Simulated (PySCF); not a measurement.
# GeF2 (SMILES [F][Ge][F]) at FCI/STO-6G

What is the vertical ionisation energy of GeF2 at FCI/STO-6G? The job is set up through a Python script.

Program for the calculation: PySCF 2.14.0.

6 further runs of the same task are left out: 6 set aside as unsound or not needed.

### Step 1. The system as given

GeF2 has 3 atoms, charge 0, and is taken as a singlet. SMILES: `[F][Ge][F]`. Geometry: relaxed at PBE0-D4/def2-TZVP.

Bond lengths: F1–Ge2 1.745 Å, Ge2–F3 1.745 Å. Angles: F1–Ge2–F3 97.2°.

### Step 2. A single-point energy at FCI/STO-6G

Input file job.py:

```python
from pyscf import gto, mcscf
from pyscf import fci

mol = gto.M(
    atom='''
F   -0.675900  -1.101800  -0.497500
Ge   0.637500  -0.295200   0.320200
F    0.027600   1.332100   0.164100
''',
    max_memory=1860,
    verbose=4,
    basis='sto-6g',
)

calc0 = mol.RHF()
calc0.conv_tol = 1e-10
calc0.kernel()
if not calc0.converged:
    calc0 = calc0.newton().run(calc0.mo_coeff, calc0.mo_occ)

cas = mcscf.CASCI(calc0, calc0.mo_coeff.shape[-1] - 11, (mol.nelec[0] - 11, mol.nelec[1] - 11))  # full CI above the frozen core
cas.fcisolver = fci.direct_spin0.FCI(mol)  # even spin states alone
cas.kernel()
print('<S^2> = %.4f' % cas.fcisolver.spin_square(cas.ci, cas.ncas, cas.nelecas)[0])
etot = cas.e_tot
print(f'total energy: {etot:.8f} hartree')
```

Launch:

```bash
$ OMP_NUM_THREADS=1 python job.py
```

Output:

```text
PySCF version 2.14.0

[INPUT] num. atoms = 3
[INPUT] num. electrons = 50
[INPUT] charge = 0
[INPUT] spin (= nelec alpha-beta = 2S) = 0
[INPUT] symmetry False subgroup None
[INPUT] Mole.unit = angstrom
[INPUT] Symbol           X                Y                Z      unit          X                Y                Z       unit  Magmom
[INPUT]  1 F     -0.675900000000  -1.101800000000  -0.497500000000 AA   -1.277265887594  -2.082100244046  -0.940138746971 Bohr   0.0
[INPUT]  2 Ge     0.637500000000  -0.295200000000   0.320200000000 AA    1.204700404410  -0.557847151972   0.605090305086 Bohr   0.0
[INPUT]  3 F      0.027600000000   1.332100000000   0.164100000000 AA    0.052156441038   2.517304170533   0.310104057041 Bohr   0.0

nuclear repulsion = 191.062717693672
number of shells = 14
number of NR pGTOs = 168
number of NR cGTOs = 28
basis = sto-6g
ecp = {}

******** <class 'pyscf.scf.hf.RHF'> ********
method = RHF
initial guess = minao
damping factor = 0
level_shift factor = 0
DIIS = <class 'pyscf.scf.diis.CDIIS'>
diis_start_cycle = 1
diis_space = 8
diis_damp = 0
SCF conv_tol = 1e-10
SCF conv_tol_grad = None
SCF max_cycles = 50
direct_scf = True
direct_scf_tol = 1e-13
Set gradient conv threshold to 1e-05
Initial guess from minao.
init E= -2259.68700816509
  HOMO = -0.556546396338215  LUMO = -0.249085493507348  gap/eV = 8.36644
cycle= 1 E= -2262.1092094312  delta_E= -2.42  |g|= 0.399  |ddm|=    2
  HOMO = -0.242962410138907  LUMO = 0.162513977820733  gap/eV = 11.03357
cycle= 2 E= -2262.18056533188  delta_E= -0.0714  |g|= 0.113  |ddm|= 0.867
  HOMO = -0.261514124675695  LUMO = 0.184403951306925  gap/eV = 12.13405
cycle= 3 E= -2262.18675866009  delta_E= -0.00619  |g|= 0.0283  |ddm|= 0.19
  HOMO = -0.263249537515645  LUMO = 0.182801867430335  gap/eV = 12.13768
cycle= 4 E= -2262.18749929169  delta_E= -0.000741  |g|= 0.0104  |ddm|= 0.08
  HOMO = -0.262362792993591  LUMO = 0.182931489914633  gap/eV = 12.11707
cycle= 5 E= -2262.18763793938  delta_E= -0.000139  |g|= 0.00201  |ddm|= 0.0447
  HOMO = -0.262240319957776  LUMO = 0.182968559425259  gap/eV = 12.11475
cycle= 6 E= -2262.18764299239  delta_E= -5.05e-06  |g|= 0.000269  |ddm|= 0.00782
  HOMO = -0.262171478927488  LUMO = 0.182972819360074  gap/eV = 12.11299
cycle= 7 E= -2262.18764307718  delta_E= -8.48e-08  |g|= 5.37e-05  |ddm|= 0.00104
  HOMO = -0.262165338964279  LUMO = 0.182976830371016  gap/eV = 12.11294
cycle= 8 E= -2262.18764307997  delta_E= -2.79e-09  |g|= 1.27e-05  |ddm|= 0.000167
  HOMO = -0.262164766565857  LUMO = 0.182976758525833  gap/eV = 12.11292
cycle= 9 E= -2262.18764308015  delta_E= -1.8e-10  |g|= 2.6e-06  |ddm|= 4.6e-05
  HOMO = -0.262164623398518  LUMO = 0.182976816909672  gap/eV = 12.11292
cycle= 10 E= -2262.18764308016  delta_E= -1.09e-11  |g|= 6.69e-07  |ddm|= 8.5e-06
  HOMO = -0.262164678643222  LUMO = 0.182976790613469  gap/eV = 12.11292
Extra cycle  E= -2262.18764308016  delta_E= -3.18e-12  |g|= 3.25e-07  |ddm|= 1.34e-06
converged SCF energy = -2262.18764308016

******** <class 'pyscf.mcscf.casci.CASCI'> ********
CAS (14e+14e, 17o), ncore = 11, nvir = 0
natorb = False
canonicalization = True
sorting_mo_energy = False
******** <class 'pyscf.fci.direct_spin0.FCISolver'> ********
max. cycles = 100
conv_tol = 1e-10
davidson only = False
linear dependence = 1e-14
level shift = 0.001
max iter space = 12
nroots = 1
pspace_size = 400
spin = None
Density matrix diagonal elements [1.99768582 1.99737177 1.99925449 1.99987713 1.99982915 1.99830038
 1.99987123 1.98096921 1.98165931 1.99423223 1.95919942 1.968229
 1.97297339 1.9392295  0.09766791 0.05759718 0.05605287]
CASCI converged
CASCI E = -2262.28694739762  E(CI) = -207.571718707946  S^2 = 0.0000000
<S^2> = 0.0000
total energy: -2262.28694740 hartree
```

It took 26 s on 1 thread of Arm Neoverse V1, shared host; peak memory 0.22 GiB.

### Step 3. The doublet cation

Input file calc.py:

```python
from pyscf import gto, mcscf

molecule = gto.M(
    atom='''
F     -1.277266    -2.082100    -0.940139
Ge     1.204700    -0.557847     0.605090
F      0.052156     2.517304     0.310104
''',
    charge=1,
    unit='bohr',
    verbose=3,
    max_memory=1860,
    basis='sto-6g',
    spin=1,
)

calc0 = molecule.ROHF()
calc0.conv_tol = 1e-10
calc0.kernel()
if not calc0.converged:
    calc0 = calc0.newton().run(calc0.mo_coeff, calc0.mo_occ)

cas = mcscf.CASCI(calc0, calc0.mo_coeff.shape[-1] - 11, (molecule.nelec[0] - 11, molecule.nelec[1] - 11))  # full CI above the frozen core
cas.fix_spin_(ss=0.75)
cas.kernel()
e_tot = cas.e_tot
print('E(%s) = %.9f' % ('FCI', e_tot))
```

Launch:

```bash
$ OMP_NUM_THREADS=1 python calc.py
```

Output:

```text
converged SCF energy = -2261.93068159603
CASCI E = -2262.06026260619  E(CI) = -207.333583667738  S^2 = 0.7500000
E(FCI) = -2262.060262606
```

Run time: 3.2 min. Hardware: 1 thread of Arm Neoverse V1, shared host; peak memory 0.47 GiB.

### Step 4. What came out

Level: FCI/STO-6G, 11 core orbitals frozen.

```
                                                    quantity           value
                                  singlet GeF2: total energy  -2262.28695 Eh
          singlet GeF2: dipole moment (Hartree–Fock density)          1.00 D
           singlet GeF2: HOMO energy (Hartree–Fock orbitals)        -7.13 eV
           singlet GeF2: LUMO energy (Hartree–Fock orbitals)         4.98 eV
         singlet GeF2: HOMO–LUMO gap (Hartree–Fock orbitals)        12.11 eV
  singlet GeF2: correlation energy (11 core orbitals frozen)       -99.3 mEh
                                doublet cation: total energy  -2262.06026 Eh
doublet cation: correlation energy (11 core orbitals frozen)      -129.6 mEh
          vertical ionisation energy (to the doublet cation)        6.168 eV
```

Removing an electron at fixed nuclei costs 6.17 eV (142 kcal/mol). In a minimal basis such a difference can be off by several eV, whatever the method. Mulliken charges (singlet GeF2) of the mean-field density run from -0.34 on F1 to +0.69 on Ge2; they depend strongly on the basis. Mulliken charges (doublet cation) of the mean-field density run from -0.16 on F1 to +1.33 on Ge2.
